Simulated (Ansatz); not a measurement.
# CoSi (P2_13) in Ansatz: further runs

The runs below take CoSi through single point, with PBEsol.

Program: Ansatz 0.2.0. These are calculated values, not measurements. Logs are shortened: lines on timing, memory, paths and dates and some standing lists are left out, and cuts for length are marked.

## (1) Starting point

Symmetry: P2_13, No. 198, cubic system. The conventional cell has a = 4.438 Å, b = 4.438 Å, c = 4.438 Å, α = 90.00°, β = 90.00°, γ = 90.00°. Co (site symmetry 3) has 7 Si at 2.28 to 2.47 Å as nearest neighbours. Around Si (site symmetry 3) lie 7 Co at 2.28 to 2.47 Å.

## (2) Single point, PBEsol, collinear spin, program default start

Input file input.yaml:

```yaml
crystal:
  lattice:
    - [4.438, 0.0, 0.0]
    - [0.0, 4.438, 0.0]
    - [0.0, 0.0, 4.438]
  atoms:
    - { symbol: Co, position: [0.86, 0.64, 0.36] }
    - { symbol: Co, position: [0.64, 0.36, 0.86] }
    - { symbol: Co, position: [0.36, 0.86, 0.64] }
    - { symbol: Co, position: [0.14, 0.14, 0.14] }
    - { symbol: Si, position: [0.157, 0.343, 0.657] }
    - { symbol: Si, position: [0.343, 0.657, 0.157] }
    - { symbol: Si, position: [0.657, 0.157, 0.343] }
    - { symbol: Si, position: [0.843, 0.843, 0.843] }
hamiltonian:
  xc: pbesol
  pseudopotentials: { kind: paw }
magnetization:
  spin_polarized: true
  initial_magnetization: 0.0
  spin_locking: { lock_magnetization: hard }
kpoints:
  mp_grid: { grid: [5, 5, 5] }
scf:
  occupations: { method: fermi_dirac, width: 0.05 }
  lower_state_search: "off"
output:
  forces: true
  stress: true
  eigenvalues: true
```

Potentials or basis: Ansatz PAW.

Command:

```sh
$ ansatz run input.yaml --threads 4 --pin off --max-ram 11264MiB --backend cpu --events-out ev --progress --plain --runs-dir out
```

Output:

```text
Warning: output.stress: scf.convergence.dr2_threshold = 1e-7 eV (the SCF's general default) is looser than the 8e-10 eV advised for a printed stress (1e-10 eV for each atom of the cell: 8). What an SCF threshold leaves in a stress goes as its square root, and in the free energy as the threshold itself, and one threshold admits the most on a small cell: of the crystals measured, under no hybrid functional and no lock of the moments, on runs that ended without the residual-converged pass, on stresses that held no estimate of that error, the worst erred by over 100 MPa in a component at 1e-7 eV an atom and by under 5 at 1e-10. Set scf.convergence.dr2_threshold to 8e-10 eV or tighter. The threshold is an SCF's pass mark: one that does not reach it within its budget of iterations ends unconverged, or closes short of it on a stop that the run arms, and scf.convergence.dr2_threshold's page says what that costs each kind of run
Warning: RAYON_NUM_THREADS=4 ignored (pool sized by the plan → 4); use --threads N
Engine: ansatz 0.2.0, aarch64-unknown-linux-gnu
Pseudopotentials: kind: paw
Pseudopotential: Co, paw, valence charge 17, recommended cutoff 420 eV (normal), Co.paw.azcp
Pseudopotential: Si, paw, valence charge 4, recommended cutoff 420 eV (normal), Si.paw.azcp
Functional definition: PBEsol
  exchange = pbesol_x
  correlation = pbesol_c
Crystal: 8 atoms, lattice volume = 87.410 Å³
Basis set: ecut = 420 eV, 1743 PW (Γ), exchange–correlation on 60×60×60 points (8 copies of the dense FFT grid, shifted against one another)
Bands: 51, of which v1, the nominal top of the filled ones, is band 42 counted from 1 (41 counted from 0)
Symmetry: 12 space group operations
Space group: P213 (ITA 198), of the structure as read, at distance tolerance 4.4e-5 Å
k-points: 11 of 125 (time reversal used)
Non-local potential: Co, projectors of the file, l = 0: 3, l = 1: 2, l = 2: 3, l = 3: 1
Non-local potential: Si, projectors of the file, l = 0: 2, l = 1: 2, l = 2: 2
PAW form: soft (Blöchl's): semilocal exchange-correlation on the pseudo side does not see the compensation charge
PAW frozen core: Co, regenerated for the run's functional, and the local potential with it (the file was generated under x = pbe(κ = 0.804, μ = 0.2195149727645171), c = pbe(β = 0.06672455060314922))
PAW frozen core: Si, regenerated for the run's functional, and the local potential with it (the file was generated under x = pbe(κ = 0.804, μ = 0.2195149727645171), c = pbe(β = 0.06672455060314922))
PAW one-centre angular grid: Co, 590 points (default); XC on 64 Gauss nodes
PAW one-centre angular grid: Si, 110 points (default); XC on 64 Gauss nodes
Initial density: superposition of atomic densities (chi_scale 0.1, normalization cell, long waves kept (reshape's long-wave potential 0.00 eV rms))
Initial wavefunctions: pseudopotential atomic-orbital guess
Functional: x = pbesol(κ = 0.804, μ = 0.12345679012345678), c = pbesol(β = 0.046)
SCF iter   1: F=—  HF=-22865.539424 eV  |F-HF|=—  |Δ(HF+E_count)|=         —  Δρ=4.16e-2 (↑4.16e-2 ↓4.16e-2)  dr2=8.38e0  dr2_m=0.00e0  M=0.000 μB ∫|m|=0.000 μB  β_m=0.30  ethr=3.10e-3  ⟨swp⟩=6.5  Hψ=2118  notcnv=0  defer=2
preconditioner: auto → Kerker (q_TF=auto, 2.710 Å⁻¹)  [metal: Δε(μ)=0.173 eV  Ē_g=6.931 eV  σ=0.050 eV  W_gap=0.49  n_scr=26 (ndim 8)  ℏωp=28.6 eV  f_vac=0.000  D(μ)=2.20/eV (n_scr^D=18)]
spin=Collinear: Kerker preconditioning applied to the charge; magnetization (m = ρ↑ − ρ↓) channel mixes plain (no charge-response kernel on spin).
SCF iter   2: F=—  HF=-22864.565376 eV  |F-HF|=—  |Δ(HF+E_count)|=   9.74e-1  Δρ=2.48e-2 (↑2.48e-2 ↓2.48e-2)  dr2=1.88e0  dr2_m=0.00e0  M=0.000 μB ∫|m|=0.000 μB  β_m=0.32  ethr=3.10e-3  ⟨swp⟩=2.0  Hψ=891  notcnv=0  defer=25
SCF iter   3: F=—  HF=-22864.190945 eV  |F-HF|=—  |Δ(HF+E_count)|=   3.74e-1  Δρ=1.55e-2 (↑1.55e-2 ↓1.55e-2)  dr2=1.32e0  dr2_m=0.00e0  M=0.000 μB ∫|m|=0.000 μB  β_m=0.43  ethr=2.24e-3  ⟨swp⟩=2.0  Hψ=615  notcnv=0  defer=25
SCF iter   4: F=—  HF=-22863.718024 eV  |F-HF|=—  |Δ(HF+E_count)|=   4.73e-1  Δρ=6.96e-3 (↑6.96e-3 ↓6.96e-3)  dr2=1.06e-1  dr2_m=0.00e0  M=0.000 μB ∫|m|=0.000 μB  β_m=0.77  ethr=1.58e-3  ⟨swp⟩=2.0  Hψ=896  notcnv=0  defer=25
SCF iter   5: F=—  HF=-22863.687029 eV  |F-HF|=—  |Δ(HF+E_count)|=   3.10e-2  Δρ=1.64e-3 (↑1.64e-3 ↓1.64e-3)  dr2=5.35e-3  dr2_m=0.00e0  M=0.000 μB ∫|m|=0.000 μB  β_m=0.76  ethr=1.26e-4  ⟨swp⟩=2.1  Hψ=1004  notcnv=0  defer=26
SCF iter   6: F=—  HF=-22863.686119 eV  |F-HF|=—  |Δ(HF+E_count)|=   9.11e-4  Δρ=6.84e-4 (↑6.84e-4 ↓6.84e-4)  dr2=8.51e-4  dr2_m=0.00e0  M=0.000 μB ∫|m|=0.000 μB  β_m=0.88  ethr=6.37e-6  ⟨swp⟩=2.0  Hψ=999  notcnv=0  defer=26
SCF iter   7: F=—  HF=-22863.686134 eV  |F-HF|=—  |Δ(HF+E_count)|=   1.52e-5  Δρ=2.57e-4 (↑2.57e-4 ↓2.57e-4)  dr2=1.43e-4  dr2_m=0.00e0  M=0.000 μB ∫|m|=0.000 μB  β_m=0.88  ethr=1.01e-6  ⟨swp⟩=1.0  Hψ=535  notcnv=0  defer=26
SCF iter   8: F=—  HF=-22863.686110 eV  |F-HF|=—  |Δ(HF+E_count)|=   2.42e-5  Δρ=2.37e-5 (↑2.37e-5 ↓2.37e-5)  dr2=1.27e-6  dr2_m=0.00e0  M=0.000 μB ∫|m|=0.000 μB  β_m=0.94  ethr=1.71e-7  ⟨swp⟩=2.0  Hψ=720  notcnv=0  defer=26
SCF iter   9: F=—  HF=-22863.686141 eV  |F-HF|=—  |Δ(HF+E_count)|=   3.12e-5  Δρ=8.31e-6 (↑8.31e-6 ↓8.31e-6)  dr2=2.11e-7  dr2_m=0.00e0  M=0.000 μB ∫|m|=0.000 μB  β_m=0.97  ethr=1.51e-9  ⟨swp⟩=2.0  Hψ=792  notcnv=0  defer=26
SCF iter  10: F=-22863.686141 eV  HF=-22863.686141 eV  |F-HF|=1.97e-8  |Δ(HF+E_count)|=   2.35e-8  Δρ=2.83e-6 (↑2.83e-6 ↓2.83e-6)  dr2=2.06e-8  dr2_m=0.00e0  M=0.000 μB ∫|m|=0.000 μB  ethr=1.19e-10  ⟨swp⟩=9.5  Hψ=1991  notcnv=0
SCF 1 converged in 10 iterations: F = -22863.686141 eV  dr2 = 2.06e-8
SCF converged after 10 iterations
Stability checked in part: among states of this total moment the steps that led to this state did not find it unstable. No probe was made; neither looks for a lower state of another moment (fixed_total_moment; see scf.lower_state_search)
Magnetization: 0.0000 μB (42.0000 up, 42.0000 down)
Absolute magnetization: 0.0000 μB (∫|ρ↑−ρ↓|)
Spin contamination: 0.0000 ħ² per cell (⟨S²⟩ above its minimum at these occupations)
Per-site moments (μB) at R_I (Å): [(0.0, 0.941734167307408), (0.0, 0.941734167307408), (0.0, 0.941734167307408), (0.0, 0.941734167307408), (0.0, 0.941734167307408), (0.0, 0.941734167307408), (0.0, 0.941734167307408), (0.0, 0.941734167307408)]
Free energy (F): -22863.686141 eV
Harris-Foulkes:  -22863.686141 eV  (|F-HF|=1.97e-8)
Internal energy: -22863.669495 eV  (E = F + TS)
E sigma→0 (E₀):  -22863.677818 eV
Entropy (-TS):   -0.016646 eV (-2.081 meV/atom)
Fermi energy:    16.521969 (↑ 16.521969, ↓ 16.521969) eV
--- Per-component energies (eV) ---
  E_band       = -957.476259
  E_kinetic    = 2010.128221
  E_local      = -14255.882670  (includes V_loc(G=0)·N_el)
  E_nonlocal   = 1929.250354
  E_hartree    = 6177.555684
  E_xc         = -862.899517
  E_vxc        = -1023.001579  (∫ρ·V_xc dr)
  E_paw        = -7933.548988  (= ΣΔE_a)
  E_vpaw       = -1973.060393  (= ΣTr[D̂ρ^β])
  E_aug_tail   = 0.000304  (compensation charges beyond the density's cutoff)
  E_ewald      = -9929.152802
  E_core_change = 0.879920  (= ΣΔE_core)
  E_smearing   = -0.016646  (= −TS)
  E_closure    = 0.000000  (closes the sum)
  Σ components = -22863.686141   (vs F -22863.686141, Δ=0.00e0)
--- Forces (eV/Å), atoms counted from 1 ---
  atom   1  Co    -0.13122957     0.13122957    -0.13122957
  atom   2  Co     0.13122957    -0.13122957    -0.13122957
  atom   3  Co    -0.13122957    -0.13122957     0.13122957
  atom   4  Co     0.13122957     0.13122957     0.13122957
  atom   5  Si     0.03927232    -0.03927232     0.03927232
  atom   6  Si    -0.03927232     0.03927232     0.03927232
  atom   7  Si     0.03927232     0.03927232    -0.03927232
  atom   8  Si    -0.03927232    -0.03927232    -0.03927232
  max |Σ_I F_I| component: 9.02e-17 eV/Å
--- Stress (GPa, compression-positive) ---
       -7.173099      -0.000000       0.000000
       -0.000000      -7.173099       0.000000
        0.000000      -0.000000      -7.173099
  P = ⅓ Tr σ = -7.1731 GPa (-71.731 kbar)
--- Band table (eV; the first three rows and the last of 22) ---
  k-point 0 ↑: bands = ["-78.0437", "-78.0318", "-78.0318", "-78.0318", "-41.5649", "-41.5649", "-41.5649", "-41.5227", "-41.4931", "-41.4931", "-41.4931", "-41.4554", "-41.4554", "-41.4398", "-41.4398", "-41.4398", "2.8131", "8.3136", "8.3136", "8.3136", "10.9865", "10.9865", "10.9865", "12.7185", "12.7185", "12.7185", "13.2611", "13.3751", "13.3751", "13.6885", "13.6885", "13.6885", "14.1297", "14.1297", "14.1297", "15.5843", "15.5843", "15.5843", "15.7218", "15.7218", "16.4831", "16.4831", "16.4831", "18.9721", "18.9721", "18.9721", "19.4258", "19.4258", "20.0324", "20.0324", "20.0324"]
  k-point 1 ↑: bands = ["-78.0428", "-78.0342", "-78.0316", "-78.0306", "-41.5703", "-41.5663", "-41.5558", "-41.5257", "-41.5017", "-41.4964", "-41.4803", "-41.4546", "-41.4519", "-41.4427", "-41.4425", "-41.4390", "3.1099", "6.9413", "8.4989", "9.1632", "10.3987", "11.1527", "11.6859", "12.0504", "12.1953", "13.0081", "13.4320", "13.4845", "13.6328", "13.6698", "13.7256", "13.7496", "14.0704", "14.0834", "14.4447", "15.2942", "15.4323", "15.6502", "15.7241", "15.8224", "16.2071", "16.3727", "17.0492", "18.2462", "18.3378", "18.6022", "18.8541", "19.8837", "20.3882", "20.4129", "20.8829"]
  k-point 2 ↑: bands = ["-78.0404", "-78.0373", "-78.0309", "-78.0304", "-41.5715", "-41.5693", "-41.5447", "-41.5337", "-41.5046", "-41.5021", "-41.4663", "-41.4554", "-41.4478", "-41.4458", "-41.4455", "-41.4407", "3.9764", "5.3269", "9.0102", "9.5605", "10.3865", "11.1019", "11.3178", "11.5932", "12.7006", "12.7827", "13.2641", "13.5740", "13.6609", "13.6628", "13.7337", "13.7872", "14.1139", "14.3775", "14.5846", "14.9128", "15.4084", "15.5091", "15.7758", "15.8258", "16.0459", "16.1098", "17.3864", "17.6881", "17.9557", "18.0669", "20.0204", "20.4964", "20.7829", "20.9110", "21.3263"]
  k-point 10 ↓: bands = ["-78.0366", "-78.0359", "-78.0334", "-78.0329", "-41.5629", "-41.5610", "-41.5539", "-41.5511", "-41.4941", "-41.4910", "-41.4805", "-41.4768", "-41.4426", "-41.4411", "-41.4371", "-41.4361", "6.0239", "6.6448", "7.2468", "7.7486", "9.0629", "9.5421", "10.3377", "10.7642", "13.1193", "13.2806", "13.3383", "13.5046", "13.5856", "13.7510", "13.8131", "13.8163", "14.8096", "15.0191", "15.0264", "15.1262", "15.1772", "15.2540", "15.2860", "15.3653", "16.1317", "16.2077", "16.5531", "16.6860", "20.0807", "20.8749", "21.0122", "21.7079", "21.7104", "22.0835", "22.5626"]
```

Wall time 1.5 s (4 threads of Arm Neoverse V2, shared host); peak memory 0.39 GiB.

Results:

```
Free energy     : -22863.6861 eV
Pressure        : -7.2 GPa
Largest force   : 0.227 eV/Å
Net moment      : 0.00 μB per cell
Absolute moment : 0.00 μB per cell
```

Forces in eV/Å, atoms in the order of the input:
```
Co  -0.131  0.131 -0.131
Co   0.131 -0.131 -0.131
Co  -0.131 -0.131  0.131
Co   0.131  0.131  0.131
Si   0.039 -0.039  0.039
Si  -0.039  0.039  0.039
Si   0.039  0.039 -0.039
Si  -0.039 -0.039 -0.039
```

Caveat: the total moment is fixed, so each spin has its own Fermi level; the PAW data sets come from PBE, with cores solved anew for the run's functional, which leaves a small shift of forces and pressure; the thresholds are loose for stress.

## (3) Single point, PBEsol, collinear spin, ferromagnetic start

Changes to input.yaml since step 2:

```diff
@@ -6,6 +6,6 @@
   atoms:
-    - { symbol: Co, position: [0.86, 0.64, 0.36] }
-    - { symbol: Co, position: [0.64, 0.36, 0.86] }
-    - { symbol: Co, position: [0.36, 0.86, 0.64] }
-    - { symbol: Co, position: [0.14, 0.14, 0.14] }
+    - { symbol: Co, position: [0.86, 0.64, 0.36], spin: 0.5 }
+    - { symbol: Co, position: [0.64, 0.36, 0.86], spin: 0.5 }
+    - { symbol: Co, position: [0.36, 0.86, 0.64], spin: 0.5 }
+    - { symbol: Co, position: [0.14, 0.14, 0.14], spin: 0.5 }
     - { symbol: Si, position: [0.157, 0.343, 0.657] }
@@ -19,3 +19,3 @@
   spin_polarized: true
-  initial_magnetization: 0.0
+  initial_magnetization: 2.0
   spin_locking: { lock_magnetization: hard }
```

Potentials or basis: Ansatz PAW.

Command:

```sh
$ ansatz run input.yaml --threads 4 --pin off --max-ram 11264MiB --backend cpu --events-out ev --progress --plain --runs-dir out
```

It took 3.4 s on 4 threads of Arm Neoverse V2, shared host; peak memory 0.41 GiB.

The run converged. Its results:

- Free energy: -22863.2449 eV
- Pressure: -5.0 GPa
- Largest force: 0.129 eV/Å
- Net moment: 2.00 μB per cell
- Absolute moment: 2.17 μB per cell
- Site moments: Co +0.50; Si +0.00 μB

Forces on the atoms (eV/Å):
```
Co  -0.074  0.074 -0.074
Co   0.074 -0.074 -0.074
Co  -0.074 -0.074  0.074
Co   0.074  0.074  0.074
Si   0.018 -0.018  0.018
Si  -0.018  0.018  0.018
Si   0.018  0.018 -0.018
Si  -0.018 -0.018 -0.018
```

Caveat: the total moment is fixed, so each spin has its own Fermi level; the PAW data sets come from PBE, with cores solved anew for the run's functional, which leaves a small shift of forces and pressure; the thresholds are loose for stress.
